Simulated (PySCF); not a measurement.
# Mo(CH2SiH3)4: geometry

Wanted: the geometry of Mo(CH2SiH3)4 (`[SiH3][CH2][Mo]([CH2][SiH3])([CH2][SiH3])[CH2][SiH3]`), by calculation.

The runs use PySCF 2.14.0; the level of theory stands in each step. All values are computed, except where a source is named. Atoms count from 0, in the outputs and in this text.

## 1. The starting structure

29 atoms, charge 0, multiplicity 3; geometry from: GFN2-xTB. The atoms were then displaced at random by about 0.03 Å, so the start is not that level's minimum.

Bonds of the start (Å): Mo0–C1 2.12, Mo0–C8 2.06, Mo0–C15 2.27, Mo0–C22 2.11, C1–Si2 1.93, C1–H3 1.14, C1–H4 1.09, Si2–H5 1.47, Si2–H6 1.42, Si2–H7 1.48, C8–Si9 1.87, C8–H10 1.10, C8–H11 1.14, Si9–H12 1.56, Si9–H13 1.47, Si9–H14 1.47, C15–Si16 1.92, C15–H17 1.13, C15–H18 1.04, Si16–H19 1.39, Si16–H20 1.54, Si16–H21 1.39, C22–Si23 1.92, C22–H24 1.10, C22–H25 1.04, Si23–H26 1.47, Si23–H27 1.52, Si23–H28 1.48.

## 2. Geometry optimisation at PBE0-D3(BJ)/def2-SVP

The job: settings as JSON, then the geometry in Å.

```
{"job": {"xc": "PBE0", "basis": "def2-SVP", "d3": "d3bj", "grid": 1, "maxiter": 40, "shake": 0.03, "kind": "geom"}, "charge": 0, "multiplicity": 3}
Mo     0.065920    -0.082480     0.000030
C      0.106390    -0.109150     2.115420
Si    -1.690170    -0.102370     2.814540
H      0.751650    -0.994660     2.444380
H      0.666440     0.745630     2.500920
H     -2.352640     1.154130     2.441200
H     -2.364580    -1.277070     2.384990
H     -1.568990    -0.117400     4.293630
C      1.974800    -0.062780    -0.776070
Si     2.923740     1.450930    -0.236160
H      2.497380    -0.985670    -0.471450
H      1.981650    -0.106190    -1.914090
H      2.213990     2.721320    -0.798530
H      2.950810     1.510280     1.231130
H      4.302620     1.422110    -0.757230
C     -0.953110     1.854690    -0.590220
Si    -0.920340     1.962220    -2.509850
H     -2.026730     1.862850    -0.252410
H     -0.456590     2.672660    -0.182650
H      0.380380     2.029200    -2.996560
H     -1.655040     0.759590    -3.126780
H     -1.608450     3.063080    -3.013930
C     -1.113990    -1.636330    -0.793610
Si    -0.404790    -3.258340    -0.051700
H     -2.142890    -1.638520    -0.413580
H     -1.154600    -1.679700    -1.830740
H      1.033650    -3.411170    -0.332600
H     -0.524250    -3.307670     1.464220
H     -1.031790    -4.481390    -0.611760
```

The run is started by

```console
$ OMP_NUM_THREADS=1 python probes_run.py task.json out
```

One launch serves the whole session: the jobs run in the order shown.

Predict these results of the whole session: point group; rotational constants (main isotopes).

**Answer**, as computed:

```
                            quantity                 value
                         point group                    C1
rotational constants (main isotopes)  0.59, 0.40, 0.39 GHz
```

The start was shaken at random, so part of the energy gained undoes that. The optimisation took 8 steps and gained 1.028 eV; among the close pairs (by a distance rule), Mo0–C15 changed most, from 2.267 to 2.086 Å. No frequency check was run at this level, so the end point may be a saddle.
